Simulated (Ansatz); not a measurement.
**ClF (chlorine monofluoride): revPBE/STO-3G**

What is the electronic atomisation energy of ClF (chlorine monofluoride) at revPBE/STO-3G? 

The calculation is run with Ansatz 0.2.0.

38 further runs of the same task are left out: 3 that didn't finish, 35 set aside as unsound or not needed.

**1. The structure to begin with**

ClF: 2 atoms, total charge 0, spin state singlet. SMILES: `FCl`. Geometry: relaxed at PBE0-D4/def2-TZVP.

Bond lengths: F1–Cl2 1.620 Å.

**2. The energy at revPBE/STO-3G**

File in.yaml:

```yaml
crystal:
  periodic: [false, false, false]
  atoms:
    - {symbol: F, position_ang: [-0.000000, -0.000000, 0.031290]}
    - {symbol: Cl, position_ang: [0.000000, 0.000000, 1.650960]}
basis:
  gaussian: {orbitals: STO-3G}
hamiltonian: {xc: {name: revPBE}}
accuracy: high
```

On the command line:

```
$ ansatz run in.yaml --threads 1 --pin off --max-ram 3480MiB --events-out events.jsonl --progress --plain --runs-dir runs
```

The log of the run:

```text
Warning: RAYON_NUM_THREADS=1 ignored (pool sized by the plan → 1); use --threads N
Functional definition: revPBE
  name "revPBE"
  parameter kappa = 1.245
  parameter beta = 0.06672455060314922
  exchange = pbe_x(kappa = kappa, mu = beta*pi^2/3)
  correlation = pbe_c(beta = beta)
223 factors; integrals over basis functions are off by at most 3.2e-8 eV
mean field evaluation 1: about -15057.7178 eV, gradient 1.0e1 eV
mean field evaluation 2: about -15057.2412 eV, gradient 1.5e1 eV
mean field evaluation 4: about -15058.1286 eV, gradient 4.7e-2 eV
mean field evaluation 8: about -15058.1183 eV, gradient 1.7e-4 eV
mean field -15058.11832992 eV, -553.3756418652 hartree, gradient 9.6e-9 eV, S^2 0.000000; 0 other end points of the search recorded, 0 dependent functions left out
reference -15058.11833101 eV, -553.3756419055 hartree; 13, 13 occupied and 1, 1 virtual orbitals, 223 factors
Total energy: -15058.11833101 eV, -553.3756419055 hartree
```

Wall time 0.44 s (1 thread of Arm Neoverse V1, shared host).

**3. The Cl atom, same level**

File in.yaml:

```yaml
crystal:
  periodic: [false, false, false]
  atoms:
    - {symbol: Cl, position_ang: [0.000000, 0.000000, 0.000000]}
basis:
  gaussian: {orbitals: STO-3G}
accuracy: high
hamiltonian: {xc: {name: revPBE}}
magnetization: {spin_polarized: true, initial_magnetization: 1}
```

On the command line:

```
$ ansatz run in.yaml --threads 1 --pin off --max-ram 3480MiB --events-out events.jsonl --progress --plain --runs-dir runs
```

The log of the run, shortened:

```text
Warning: RAYON_NUM_THREADS=1 ignored (pool sized by the plan → 1); use --threads N
[... 6 set-up lines as earlier in the session ...]
42 factors; integrals over basis functions are off by at most 4.6e-9 eV
mean field evaluation 1: about -12382.1703 eV, gradient 4.8e-2 eV
mean field evaluation 2: about -12382.1711 eV, gradient 4.9e-2 eV
mean field evaluation 4: about -12382.1711 eV, gradient 1.3e-9 eV
mean field evaluation 8: about -12382.1715 eV, gradient 4.2e-3 eV
mean field -12382.17109588 eV, -455.0363948365 hartree, gradient 2.9e-12 eV, S^2 0.750000; 1 other end points of the search recorded, 0 dependent functions left out
reference -12382.17109706 eV, -455.0363948798 hartree; 9, 8 occupied and 0, 1 virtual orbitals, 42 factors
Total energy: -12382.17109706 eV, -455.0363948798 hartree
```

Wall time 0.42 s (1 thread of Arm Neoverse V1, shared host).

**4. The F atom**

File molecule.yaml:

```yaml
basis:
  gaussian: {orbitals: STO-3G}
crystal:
  periodic: [false, false, false]
  atoms:
    - symbol: F
      position_ang: [0.000000, 0.000000, 0.000000]
magnetization: {spin_polarized: true, initial_magnetization: 1}
hamiltonian: {xc: {name: revPBE}}
accuracy: high
```

Run the same way, it converges to -98.24365 Eh (log not shown).

**5. Summary of results**

Level: revPBE/STO-3G.

| quantity | value |
| --- | --- |
| molecule: total energy | -553.37564 Eh |
| Cl atom: total energy | -455.03639 Eh |
| Cl atom: ⟨S²⟩ | 0.750 |
| F atom: total energy | -98.24365 Eh |
| F atom: ⟨S²⟩ | 0.750 |
| electronic atomisation energy | 2.601 eV |

In words: Taking the molecule apart into free atoms costs 2.60 eV (251 kJ/mol), before zero-point energy and without spin-orbit coupling. In a minimal basis such a difference can be off by several eV, whatever the method.
